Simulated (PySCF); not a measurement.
# FH5Si2Te: the cost of one run

Programs: PySCF 2.14.0, with routines of our own; each step states its level. All values are computed. Atoms count from 0.

## 1. The starting structure

9 atoms, charge 0, multiplicity 1; geometry from: GFN2-xTB.

## 2. Optimising the geometry at PBE0-D3(BJ)/def2-SVP

The job: settings as JSON, then the geometry in Å.

```
{"job": {"xc": "PBE0", "basis": "def2-SVP", "d3": "d3bj", "grid": 1, "maxiter": 30, "shake": 0.01, "kind": "geom"}, "charge": 0, "multiplicity": 1}
F     -1.809260    -1.243310    -0.992320
Si    -1.814160     0.225270    -0.283090
Te     0.114470     1.541730    -1.084710
Si     1.858410    -0.096780    -0.253520
H     -3.038920     0.855510    -0.725030
H     -1.815190    -0.115260     1.126190
H      1.724000    -0.289610     1.194180
H      3.132740     0.497130    -0.569140
H      1.705710    -1.391840    -0.882850
```

Run with:

```console
OMP_NUM_THREADS=1 python heavy_run.py task.json out
```

One launch serves the whole session: the jobs run in the order shown.

**Question.** How long does this first job take on 1 thread of Arm Neoverse V2, shared host, and how much memory does it need?

About 29 s, with a peak of 0.42 GiB.
